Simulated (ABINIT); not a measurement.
# BiTe (Fm-3m) in ABINIT: optical spectrum with PBEsol

Aim: the optical spectrum of BiTe with PBEsol.

Everything below comes from runs of ABINIT 10.8.3 (patched build). Logs are shortened: lines on timing, memory, paths and dates and some standing lists are left out, and cuts for length are marked. The log counts tension as positive stress, the text compression.

## 1. Starting point

Symmetry: Fm-3m, No. 225, cubic system. The conventional cell has a = 6.470 Å, b = 6.470 Å, c = 6.470 Å, α = 90.00°, β = 90.00°, γ = 90.00°. Bi (site symmetry m-3m) is surrounded by 6 Te at 3.23 Å. Around Te (site symmetry m-3m) lie 6 Bi at 3.23 Å.

## 2. Optical spectrum, PBEsol

Input file run.abi:

```
# Datasets
ndtset 3

# Pseudopotentials
pp_dirpath "./"
pseudos "Bi.upf, Te.upf"

# Structure
acell 3*1.0
rprim
     0.0000000000     6.1132640132     6.1132640132
     6.1132640132     0.0000000000     6.1132640132
     6.1132640132     6.1132640132     0.0000000000
ntypat 2
znucl 83 52
natom 2
typat 1 2
xred
            0.0            0.0            0.0
            1/2            1/2            1/2

# Plane-wave basis
ecut 47.0

# k points
ngkpt 6 6 6
nshiftk 4
shiftk
     0.5000000000     0.5000000000     0.5000000000
     0.5000000000     0.0000000000     0.0000000000
     0.0000000000     0.5000000000     0.0000000000
     0.0000000000     0.0000000000     0.5000000000
istwfk *1

# Exchange and correlation
ixc -116133

# Bands and occupations
occopt 3
tsmear 0.05 eV

# SCF cycle
nstep 80
npulayit 4

# Output
iomode 3
prteig 0
prtebands 0

# Dataset 1: ground state
nband1 29
tolvrs1 1.0e-12
prtden1 1
prtwf1 0
kptopt1 1

# Dataset 2: empty bands at fixed density
iscf2 -3
getden2 1
nband2 34
nbdbuf2 4
tolwfr2 1.0e-12
nstep2 120
prtden2 0
kptopt2 1

# Dataset 3: wave functions and velocity matrix elements in the full zone
optdriver3 8
wfk_task3 "wfk_optics_fullbz"
getwfk3 2
nband3 30
kptopt3 1
prtevk3 1
inclvkb3 2
```

Input file optic.abi:

```
&FILES
 ddkfile_1 = 'runo_DS3_1_EVK.nc',
 ddkfile_2 = 'runo_DS3_2_EVK.nc',
 ddkfile_3 = 'runo_DS3_3_EVK.nc',
 wfkfile = 'runo_DS3_WFK.nc'
/
&PARAMETERS
 broadening = 0.007350,
 domega = 0.002,
 maxomega = 0.8,
 scissor = 0.000000,
 tolerance = 0.002
/
&COMPUTATIONS
 num_lin_comp = 1,
 lin_comp = 11,
 num_nonlin_comp = 0
/
```

Potentials or basis: PseudoDojo NC SR PBEsol v0.4 stringent.

Started as:

```
> abinit run.abi > log 2>&1
> optic optic.abi > optic.log 2>&1
```

run.abo:

```text
.Version 10.8.3 of ABINIT
 DATASET    1 : space group Fm -3 m (#225); Bravais cF (face-center cubic)
================================================================================
 Values of the parameters that define the memory need for DATASET  1.
     intxc =       0    ionmov =       0      iscf =       7    lmnmax =       6
     lnmax =       6     mgfft =      54  mpssoang =       3    mqgrid =    3001
     natom =       2  nloc_mem =       1    nspden =       1   nspinor =       1
    nsppol =       1      nsym =      48    n1xccc =    2501    ntypat =       2
    occopt =       3   xclevel =       2
       mpw =        7051          nfft =      157464          nkpt =          28
================================================================================
================================================================================
[... 13 lines left out ...]
 DATASET    3 : space group Fm -3 m (#225); Bravais cF (face-center cubic)
================================================================================
 Values of the parameters that define the memory need for DATASET  3.
     intxc =       0    ionmov =       0      iscf =       7    lmnmax =       6
     lnmax =       6     mgfft =      54  mpssoang =       3    mqgrid =    3001
     natom =       2  nloc_mem =       1    nspden =       1   nspinor =       1
    nsppol =       1      nsym =      48    n1xccc =    2501    ntypat =       2
    occopt =       3   xclevel =       2
       mpw =        7051          nfft =      157464          nkpt =          28
================================================================================
================================================================================

--------------------------------------------------------------------------------
------------- Echo of variables that govern the present computation ------------
--------------------------------------------------------------------------------
 -outvars: echo values of preprocessed input variables --------
            acell      1.0000000000E+00  1.0000000000E+00  1.0000000000E+00 Bohr
              amu      2.08980370E+02  1.27600000E+02
             ecut      4.70000000E+01 Hartree
           getden1          0
           getden2          1
           getden3          0
           getwfk1          0
           getwfk2          0
           getwfk3          2
             iscf1          7
             iscf2         -3
             iscf3          7
              ixc     -116133
           jdtset        1    2    3
         kptrlatt        6   -6    6     -6    6    6     -6   -6    6
          kptrlen      7.33591682E+01
            natom           2
            nband1         29
            nband2         34
            nband3         30
           nbdbuf1          0
           nbdbuf2          4
           nbdbuf3          0
           ndtset           3
            ngfft          54      54      54
             nkpt          28
         npulayit           4
            nstep1         80
            nstep2        120
            nstep3         80
             nsym          48
           ntypat           2
           occopt           3
        optdriver1          0
        optdriver2          0
        optdriver3          8
           prtden1          1
           prtden2          0
           prtden3          1
        prtebands           0
           prteig           0
           prtevk1          0
           prtevk2          0
           prtevk3          1
            prtwf1          0
            prtwf2          1
            prtwf3          1
            rprim      0.0000000000E+00  6.1132640132E+00  6.1132640132E+00
                       6.1132640132E+00  0.0000000000E+00  6.1132640132E+00
                       6.1132640132E+00  6.1132640132E+00  0.0000000000E+00
           shiftk      5.00000000E-01  5.00000000E-01  5.00000000E-01
          spgroup         225
           tolvrs1     1.00000000E-12
           tolvrs2     0.00000000E+00
           tolvrs3     0.00000000E+00
           tolwfr1     0.00000000E+00
           tolwfr2     1.00000000E-12
           tolwfr3     0.00000000E+00
           tsmear      1.83746611E-03 Hartree
            typat      1  2
[... 212 lines left out ...]
tolerances: {tolwfr: 1.00E-12, }
...

     iter   Etot(hartree)      deltaE(h)  residm     vres2
 Non-SCF case, kpt    1 ( -0.08333 -0.16667  0.00000), residuals and eigenvalues=
  7.19E-13  4.34E-13  5.49E-13  6.47E-13  5.66E-13  4.40E-13  1.12E-13  9.14E-13
  1.16E-13  8.13E-13  2.73E-13  1.13E-13  1.66E-13  2.47E-13  9.71E-13  3.16E-13
  4.16E-13  2.17E-13  8.82E-13  3.37E-13  8.05E-13  8.84E-13  7.67E-13  4.64E-13
  5.36E-13  5.18E-13  2.25E-13  3.94E-13  7.33E-13  5.36E-13  4.56E-13  7.26E-13
  6.84E-13  2.02E-05
 -5.5788E+00 -5.3600E+00 -3.7446E+00 -3.7446E+00 -3.7446E+00 -3.0825E+00
 -3.0825E+00 -3.0825E+00 -1.0755E+00 -1.0755E+00 -1.0755E+00 -1.0755E+00
 -1.0755E+00 -5.5674E-01 -5.5665E-01 -5.5649E-01 -5.5643E-01 -5.5642E-01
 -1.9749E-01 -2.6618E-02  1.9061E-01  1.9138E-01  2.2530E-01  3.0509E-01
  3.6426E-01  3.6580E-01  4.4009E-01  4.8754E-01  4.9113E-01  5.4104E-01
  5.5766E-01  5.8362E-01  6.1766E-01  8.3964E-01
 prteigrs : prtvol=0 or 1, do not print more k-points.

--- !ResultsGS
iteration_state: {dtset: 2, }
comment   : Summary of ground state results
lattice_vectors:
- [  0.0000000,   6.1132640,   6.1132640, ]
- [  6.1132640,   0.0000000,   6.1132640, ]
- [  6.1132640,   6.1132640,   0.0000000, ]
lattice_lengths: [   8.64546,    8.64546,    8.64546, ]
lattice_angles: [ 60.000,  60.000,  60.000, ] # degrees, (23, 13, 12)
lattice_volume:   4.5692977E+02
convergence: {deltae:  0.000E+00, res2:  0.000E+00, residm:  9.997E-13, diffor:  0.000E+00, }
etotal    :  -5.12972007E+02
entropy   :   0.00000000E+00
fermie    :   2.92234313E-01
cartesian_stress_tensor: null
pressure_GPa: null
xred      :
- [  0.0000E+00,   0.0000E+00,   0.0000E+00, Bi]
- [  5.0000E-01,   5.0000E-01,   5.0000E-01, Te]
cartesian_forces: null
force_length_stats: {min: null, max: null, mean: null, }
...

 Integrated electronic density in atomic spheres:
 ------------------------------------------------
 Atom  Sphere_radius  Integrated_density
    1        2.00000         18.66963671
    2        2.00000         19.90401038
================================================================================

 ----iterations are completed or convergence reached----

 Mean square residual over all n,k,spin=   47.641E-14; max=  99.966E-14
 reduced coordinates (array xred) for    2 atoms
       0.000000000000      0.000000000000      0.000000000000
       0.500000000000      0.500000000000      0.500000000000

 cartesian coordinates (angstrom) at end:
    1      0.00000000000000     0.00000000000000     0.00000000000000
    2      3.23499999782420     3.23499999782420     3.23499999782420
 length scales=  1.000000000000  1.000000000000  1.000000000000 bohr
              =  0.529177210544  0.529177210544  0.529177210544 angstroms
 Eigenvalues (hartree) for nkpt=  28  k points:
 kpt#   1, nband= 34, wtk=  0.02778, kpt= -0.0833 -0.1667  0.0000 (reduced coord)
  -5.57881   -5.36004   -3.74463   -3.74463   -3.74463   -3.08247   -3.08247   -3.08247
  -1.07554   -1.07553   -1.07549   -1.07548   -1.07548   -0.55674   -0.55665   -0.55649
  -0.55643   -0.55642   -0.19749   -0.02662    0.19061    0.19138    0.22530    0.30509
   0.36426    0.36580    0.44009    0.48754    0.49113    0.54104    0.55766    0.58362
   0.61766    0.83964
      occupation numbers for kpt#   1
   2.00000    2.00000    2.00000    2.00000    2.00000    2.00000    2.00000    2.00000
   2.00000    2.00000    2.00000    2.00000    2.00000    2.00000    2.00000    2.00000
   2.00000    2.00000    2.00000    2.00000    2.00000    2.00000    2.00000    0.00182
   0.00000    0.00000    0.00000    0.00000    0.00000    0.00000    0.00000    0.00000
   0.00000    0.00000
 prteigrs : prtvol=0 or 1, do not print more k-points.

--- !EnergyTerms
iteration_state     : {dtset: 2, }
comment             : Components of total free energy in Hartree
kinetic             :  1.59322230521358E+02
hartree             :  1.66323239591254E+02
xc                  : -7.20207316183571E+01
Ewald energy        : -2.56382583969477E+02
psp_core            :  5.93528271824940E+00
local_psp           : -5.13970513590155E+02
non_local_psp       : -2.17857572751653E+00
internal            : -5.12971652074644E+02
'-kT*entropy'       : -3.55345801228401E-04
total_energy        : -5.12972007420445E+02
...

--- !EnergyTermsDC
iteration_state     : {dtset: 2, }
comment             : '"Double-counting" decomposition of free energy'
band_energy         : -7.83149700416687E+01
Ewald energy        : -2.56382583969477E+02
psp_core            :  5.93528271824940E+00
xc_dc               : -1.84209380568910E+02
internal            : -5.12971651861806E+02
'-kT*entropy'       : -3.55345801228401E-04
total_energy_dc     : -5.12972007207607E+02
...

================================================================================
== DATASET  3 ==================================================================

--- !DatasetInfo
iteration_state: {dtset: 3, }
dimensions: {natom: 2, nkpt: 28, mband: 30, nsppol: 1, nspinor: 1, nspden: 1, mpw: 7051, }
cutoff_energies: {ecut:  47.0, pawecutdg:  -1.0, }
electrons: {nelect:   4.70000000E+01, charge:   0.00000000E+00, occopt:   3.00000000E+00, tsmear:   1.83746611E-03, }
meta: {optdriver: 8, wfk_task: 7, }
...

 mkfilename : getwfk/=0, take file _WFK from output of DATASET   2.

--------------------------------------------------------------------------------

 Computation of velocity matrix elements (DDK)

 Parameters extracted from the Abinit header:
    ecut:     47.0
    nkpt:    864
    mband:   34
    nsppol:  1
    nspinor: 1
    useylm:  0
    inclvkb: 2
    bmin: 1, bmax: 34
    Computing diagonal and off-diagonal matrix elements
    Between band index bmin: 1, bmax: 34

== END DATASET(S) ==============================================================
================================================================================

 -outvars: echo values of variables after computation  --------
            acell      1.0000000000E+00  1.0000000000E+00  1.0000000000E+00 Bohr
           etotal1    -5.1297200721E+02
           etotal2    -5.1297200721E+02
           etotal3     0.0000000000E+00
            fcart1    -0.0000000000E+00 -0.0000000000E+00 -0.0000000000E+00
                      -0.0000000000E+00 -0.0000000000E+00 -0.0000000000E+00
            fcart3     0.0000000000E+00  0.0000000000E+00  0.0000000000E+00
                       0.0000000000E+00  0.0000000000E+00  0.0000000000E+00
            rprim      0.0000000000E+00  6.1132640132E+00  6.1132640132E+00
                       6.1132640132E+00  0.0000000000E+00  6.1132640132E+00
                       6.1132640132E+00  6.1132640132E+00  0.0000000000E+00
           strten1     6.8989637435E-05  6.8989637435E-05  6.8989637435E-05
                       0.0000000000E+00  0.0000000000E+00  0.0000000000E+00
           strten3     0.0000000000E+00  0.0000000000E+00  0.0000000000E+00
                       0.0000000000E+00  0.0000000000E+00  0.0000000000E+00
           xangst      0.0000000000E+00  0.0000000000E+00  0.0000000000E+00
                       3.2349999978E+00  3.2349999978E+00  3.2349999978E+00
             xred      0.0000000000E+00  0.0000000000E+00  0.0000000000E+00
                       5.0000000000E-01  5.0000000000E-01  5.0000000000E-01
 Calculation completed.
```

Run time: 12 min. Hardware: 1 thread of Arm Neoverse V1, shared host; peak memory 3.4 GiB.

What came out:

* Free energy: -13958.6794 eV
* Pressure: -2.0 GPa

Dielectric function (mean over the directions given):
```csv
energy (eV),real part,imaginary part
0.33,-39.61,137.54
0.98,-5.32,14.40
1.63,-1.78,12.88
2.29,-4.46,8.75
2.94,-3.00,3.90
3.70,-0.77,1.90
4.35,0.78,1.46
5.01,2.14,1.72
5.66,3.32,2.31
6.31,3.31,6.85
7.08,0.49,5.29
7.73,-1.77,2.36
8.38,-1.05,1.90
9.03,-0.88,1.78
9.69,-1.08,1.25
10.45,0.01,1.01
11.10,-0.10,1.41
11.76,-0.52,0.60
12.41,0.09,0.55
13.06,0.23,0.89
13.82,-0.31,0.51
14.48,0.09,0.35
15.13,0.07,0.61
15.78,-0.06,0.22
16.44,0.17,0.09
17.20,0.32,0.09
17.85,0.38,0.05
18.50,0.47,0.03
19.16,0.54,0.03
19.92,0.60,0.02
```

Caveat: the intraband (Drude) term is left out; spectra need much finer meshes, so this one isn't converged; independent-particle spectra lack excitons; spin-orbit coupling is left out, which moves the levels of the heavy elements.
